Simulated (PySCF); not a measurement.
# BiCl3(NH3): other functionals and bases at one geometry

The task here is to estimate one member of a computed series from the others.

Computed with PySCF 2.14.0. Level: several levels, as the steps say, no spin–orbit coupling.

1 further run of the same task is left out (for a known fault of the program).

### The system as given

8 atoms, charge 0, spin multiplicity 1.

Bond lengths: Bi1–Cl2 2.485 Å, Bi1–Cl3 2.486 Å, Bi1–Cl4 2.502 Å, N5–H6 1.021 Å, N5–H7 1.021 Å, N5–H8 1.019 Å. Angles: Cl2–Bi1–Cl3 99.1°, Cl2–Bi1–Cl4 96.6°, Cl3–Bi1–Cl4 96.3°, H6–N5–H7 107.2°, H6–N5–H8 108.0°, H7–N5–H8 108.4°.

Coordinates:

```
Bi    0.0262   -0.1436   -0.9889
Cl    1.1276    1.8720   -0.0399
Cl   -1.6314   -0.5737    0.8132
Cl    1.7271   -1.7996   -0.1982
N    -1.8364    1.7966   -1.4279
H    -2.4903    1.6098   -0.6659
H    -1.3543    2.6683   -1.2050
H    -2.3775    1.9377   -2.2803
```

Formal oxidation states: Bi +3. An earlier session relaxed this geometry at PBE0, Bi def2-SVP with ECP60, Cl def2-SVP, N def2-SVP, H def2-SVP (singlet, point group C1).

At PBE0 on the finer grid: E = -1650.937360 Eh, HOMO -7.85 eV, LUMO -1.89 eV, Mulliken charge on Bi1 +0.96 e, largest force component 0.022 eV/Å. 

Levels to run: revPBE; BP86; PBE0, TZVP. Hardware: 2 threads of Arm Neoverse V2, shared host.

Set-up of the first run:

Contents of run.py (the lines that set the calculation):

```python
mol = gto.M(atom='''
Bi     0.02622    -0.14358    -0.98895
Cl     1.12755     1.87200    -0.03993
Cl    -1.63143    -0.57375     0.81318
Cl     1.72707    -1.79961    -0.19823
N     -1.83639     1.79664    -1.42786
H     -2.49035     1.60977    -0.66585
H     -1.35435     2.66830    -1.20497
H     -2.37753     1.93765    -2.28029''',
    basis={'Bi': 'def2-SVP', 'Cl': 'def2-SVP', 'N': 'def2-SVP', 'H': 'def2-SVP'},
    ecp={'Bi': 'def2-SVP'},
    charge=0, spin=0)
mf = dft.RKS(mol, xc='PBE_R,PBE')
mf.grids.atom_grid = (75, 302)
mf = mf.density_fit()  # fitting sets: Bi def2-universal-JKFIT, Cl def2-universal-JKFIT, N def2-universal-JKFIT, H def2-universal-JKFIT
mf.conv_tol = 1e-08; mf.max_cycle = 55
mf.kernel(dm0)  # dm0: the density of the relaxed state
```

Command:

```bash
$ OMP_NUM_THREADS=2 python run.py
```

Steps of the session up to this table: revPBE; BP86; PBE0, TZVP.

One of the session's tables, all rows but one given; the rest of the session is left out.

| level | HOMO (eV) | gap (eV) | charge on Bi1 (e) | dipole (D) | largest force component (eV/Å) |
| --- | --- | --- | --- | --- | --- |
| PBE0 (relaxed here) | -7.85 | 5.97 | 0.96 | 7.21 | 0.02 |
| revPBE | -6.51 | 4.06 | 0.87 | 6.95 | 0.52 |
| BP86 | ? | ? | ? | ? | ? |
| PBE0, TZVP | -8.13 | 6.01 | 1.06 | 7.07 | 0.51 |

Q: Estimate the row for BP86 from the others.

The run gave: HOMO (eV): -6.64; gap (eV): 4.01; charge on Bi1 (e): 0.83; dipole (D): 6.91; largest force component (eV/Å): 0.39. In the column «HOMO (eV)» it lies between PBE0 (relaxed here) (-7.85) and revPBE (-6.51).

In one basis the HOMO–LUMO gap runs from 4.01 eV (BP86) to 5.97 eV (PBE0). The largest leftover force, 0.52 eV/Å with revPBE, stands at a geometry relaxed at another level. Total energies of different levels can't be compared.
